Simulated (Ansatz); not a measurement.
# C₄H₂F₄: a ladder of functionals and wavefunction methods

Aim: compute C₄H₂F₄ with functionals from several rungs and with coupled cluster. The yardstick is the atomisation energy at the CCSD(T) limit.

The runs use Ansatz 0.2.0, Gaussian basis; functionals in def2-TZVPP, the program's frozen cores in correlated methods.

Levels to be run: LDA (SPW92), PBE-D4, revPBE-D4, BLYP-D4, r2SCAN-D4, B97M-V, PBE0-D4, B3LYP-D4, r2SCANh-D4, r2SCAN0-D4, HSE06-D4, BHLYP-D4, CAM-B3LYP-D4, LC-ωPBE, ωB97X-V, ωB97M-V, B2PLYP, PBE-QIDH; CCSD(T)/def2-SVP; CCSD(T)/def2-TZVPP; MP2/def2-QZVPP; extrapolation to the limit; RPA on PBE.

## 1. Structure used throughout

All runs share one geometry, relaxed beforehand with PBE0-D4 in a triple-zeta def2 set.

10 atoms, charge 0, spin multiplicity 1.

Atoms are counted from 1 here; the program's logs count them from 0.

Bond lengths: F1–C2 1.336 Å, C2–C3 1.331 Å, C2–H9 1.081 Å, C3–F4 1.339 Å, C3–C5 1.438 Å, C5–C6 1.326 Å, C5–H10 1.081 Å, C6–F7 1.311 Å, C6–F8 1.305 Å. Angles: F1–C2–C3 120.6°, F1–C2–H9 115.0°, C3–C2–H9 124.3°, C2–C3–F4 117.2°, C2–C3–C5 125.4°, F4–C3–C5 117.5°, C3–C5–C6 126.2°, C3–C5–H10 117.1°, C6–C5–H10 116.7°, C5–C6–F7 123.0°, C5–C6–F8 126.8°, F7–C6–F8 110.2°.

## 2. LDA

This LDA is Slater exchange with PW92 correlation.

in.yaml reads:

```yaml
crystal:
  periodic: [false, false, false]
  atoms:
    - {symbol: F, position_ang: [0.021080, 1.427847, 2.069873]}
    - {symbol: C, position_ang: [0.520567, 0.220965, 1.791367]}
    - {symbol: C, position_ang: [0.364405, -0.314543, 0.583076]}
    - {symbol: F, position_ang: [0.892492, -1.527560, 0.378570]}
    - {symbol: C, position_ang: [-0.324065, 0.303053, -0.518063]}
    - {symbol: C, position_ang: [-0.490341, -0.215079, -1.727732]}
    - {symbol: F, position_ang: [-1.131211, 0.405090, -2.689046]}
    - {symbol: F, position_ang: [-0.064076, -1.375424, -2.145713]}
    - {symbol: H, position_ang: [1.041944, -0.258249, 2.608175]}
    - {symbol: H, position_ang: [-0.747695, 1.282600, -0.347604]}
basis:
  gaussian: {orbitals: def2-TZVPP}
hamiltonian: {xc: lda}
output: {orbitals: {seedname: orbitals}}
```

Launch:

```sh
> ansatz run in.yaml --threads 8 --pin off --events-out ev --progress --plain --max-ram 18278MiB
```

Further steps of the session: PBE-D4 (GGA); revPBE-D4 (GGA); BLYP-D4 (GGA); r2SCAN-D4 (meta-GGA); B97M-V (meta-GGA); PBE0-D4 (hybrid); B3LYP-D4 (hybrid); r2SCANh-D4 (hybrid); r2SCAN0-D4 (hybrid); HSE06-D4 (hybrid); BHLYP-D4 (hybrid); CAM-B3LYP-D4 (range-separated); LC-ωPBE (range-separated); ωB97X-V (range-separated); ωB97M-V (range-separated); B2PLYP (double hybrid); PBE-QIDH (double hybrid); CCSD(T) in def2-SVP; CCSD(T) in def2-TZVPP; MP2 in def2-QZVPP; RPA on PBE orbitals.

Q: Predict the results of all the runs planned. Wanted: atomisation energy, CCSD(T)/CBS; farthest beyond LDA; mean size of error, GGA; mean size of error, meta-GGA; mean size of error, hybrid; mean size of error, range-separated; mean size of error, double hybrid; gap, smallest and largest; T1 diagnostic.

As calculated:

| quantity | value |
| --- | --- |
| atomisation energy, CCSD(T)/CBS | 45.100 eV |
| functionals within 0.225 eV (0.5 %) | B3LYP-D4, r2SCANh-D4, PBE-QIDH |
| farthest beyond LDA | PBE-D4 (+2.809 eV) |
| mean size of error, GGA | 1.529 eV |
| mean size of error, meta-GGA | 0.574 eV |
| mean size of error, hybrid | 0.873 eV |
| mean size of error, range-separated | 0.460 eV |
| mean size of error, double hybrid | 0.152 eV |
| gap, smallest and largest | 3.77 eV (LDA (SPW92)), 10.63 eV (LC-ωPBE) |
| T1 diagnostic | 0.0129 |
| triples share of the correlation energy | 3.7 % |

LDA overbinds by 9.975 eV (22 %). PBE-D4 is off by +2.809 eV. Double hybrids carry the basis error of their MP2 part in triple zeta, and no dispersion term here, so their miss is partly the set-up's. By mean error the best rung here is double hybrid (0.152 eV) and the worst beyond LDA is GGA (1.529 eV). Misses under about 0.225 eV are within the doubt on the reference itself, which lacks core-valence correlation, relativity and higher excitations. Hartree-Fock recovers 69 % of the binding; the rest is correlation. CCSD(T) in def2-SVP is off by -1.910 eV, more than most functionals: a good method in a small basis is no reference. Orbital gaps span 3.8 to 10.6 eV; exact exchange widens them. The restricted reference is unstable towards a spin-broken one.
